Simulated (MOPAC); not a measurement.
# How the settings of MOPAC move a run on CdS

Simulated with MOPAC 23.2.5. This is a test of settings. The cell began as a measured structure and was relaxed with r2SCAN in plane waves (Ansatz 0.2.0). All runs are without spin polarisation.

It is hexagonal, P6_3mc (No. 186); a = 4.165 Å, c = 6.766 Å in the conventional setting, 25.41 Å³ an atom. Cd has 4 S at 2.54–2.55 Å; S has 4 Cd at 2.54–2.55 Å.

The base run uses PM7 on a cluster of 72 atoms.

```
PM7 1SCF GRADIENTS AUX(PRECISION=6) THREADS=1
crystal as a cluster of 3x3x2 conventional cells

Cd -0.000000 1 2.404445 1 13.525421 1
Cd 2.082311 1 1.202223 1 3.376458 1
S -0.000000 1 2.404445 1 2.543771 1
S 2.082311 1 1.202223 1 5.926758 1
Cd -0.000000 1 2.404445 1 6.759446 1
Cd 2.082311 1 1.202223 1 10.142433 1
S -0.000000 1 2.404445 1 9.309746 1
S 2.082311 1 1.202223 1 12.692734 1
Cd -2.082311 1 6.011113 1 13.525421 1
Cd -0.000000 1 4.808890 1 3.376458 1
S -2.082311 1 6.011113 1 2.543771 1
S -0.000000 1 4.808890 1 5.926758 1
Cd -2.082311 1 6.011113 1 6.759446 1
Cd -0.000000 1 4.808890 1 10.142433 1
S -2.082311 1 6.011113 1 9.309746 1
S -0.000000 1 4.808890 1 12.692734 1
Cd -4.164621 1 9.617781 1 13.525421 1
Cd -2.082311 1 8.415558 1 3.376458 1
S -4.164621 1 9.617781 1 2.543771 1
S -2.082311 1 8.415558 1 5.926758 1
Cd -4.164621 1 9.617781 1 6.759446 1
Cd -2.082311 1 8.415558 1 10.142433 1
[... 36 lines left out ...]
S 6.246932 1 6.011113 1 2.543771 1
S 8.329242 1 4.808890 1 5.926758 1
Cd 6.246932 1 6.011113 1 6.759446 1
Cd 8.329242 1 4.808890 1 10.142433 1
S 6.246932 1 6.011113 1 9.309746 1
S 8.329242 1 4.808890 1 12.692734 1
Cd 4.164621 1 9.617781 1 13.525421 1
Cd 6.246932 1 8.415558 1 3.376458 1
S 4.164621 1 9.617781 1 2.543771 1
S 6.246932 1 8.415558 1 5.926758 1
Cd 4.164621 1 9.617781 1 6.759446 1
Cd 6.246932 1 8.415558 1 10.142433 1
S 4.164621 1 9.617781 1 9.309746 1
S 6.246932 1 8.415558 1 12.692734 1
Tv 12.493864 1 0.000000 1 0.000000 1
Tv -6.246932 1 10.820003 1 0.000000 1
Tv 0.000000 1 0.000000 1 13.531951 1
```

Command: `mopac run.mop`. It took 11 s on 1 thread of Arm Neoverse V1, on a shared host, peak memory 0.061 GiB.

It converged with a gap of 6.61 eV. MOPAC's gap is a Hartree-Fock orbital gap, usually far wider than a measured one, and its energy is the heat of formation.

Each further run moved one setting: method (Hamiltonian); CUTOFP (reach of the lattice sums in Å); CHARGE (charge of the cell); cluster (size of the cluster in conventional cells). Changes are from the base run, which isn't itself converged in every setting; energies of another Hamiltonian, functional, basis or charge aren't compared.

```
                          setting  how it ended  gap change (eV)  energy change (meV/atom)  time (s)
                    method = MNDO       refused                –                         –      0.05
                      CUTOFP = 40     converged             0.00                       0.4        12
                     method = AM1       refused                –                         –      0.05
                      CUTOFP = 10     converged             0.06                      -6.2       7.1
     CHARGE = 2 (poor on purpose)       refused                –                         –      0.05
cluster = 1x1x1 (poor on purpose)       refused                –                         –      0.05
```

With method = MNDO nothing was computed: the Hamiltonian has no parameters for an element here. CUTOFP = 40 changes nothing that matters here. With method = AM1 nothing was computed: the Hamiltonian has no parameters for an element here. With CHARGE = 2 nothing was computed: the program refuses a charged unit cell. With cluster = 1x1x1 nothing was computed: the program stopped at its input check.

The end of the log, shortened, for method = MNDO:

```
    NO.       ATOM           X           Y           Z
  S: (MNDO): M.J.S.DEWAR, C.H. REYNOLDS, J. COMP. CHEM. 7, 140-143 (1986)
 DATA ARE NOT AVAILABLE FOR ELEMENT NO. 48
          SOME ELEMENTS HAVE BEEN SPECIFIED FOR WHICH
          NO PARAMETERS ARE AVAILABLE.  CALCULATION STOPPED.
          Parameters for some elements are missing
           Empirical Formula: Cd36 S36  =    72 atoms
 *     Error and normal termination messages reported in this calculation     *
 * Parameters for some elements are missing                                   *
 * JOB ENDED NORMALLY                                                         *
 TOTAL JOB TIME:             0.00 SECONDS
 == MOPAC DONE ==
```

Spin-orbit coupling is left out.
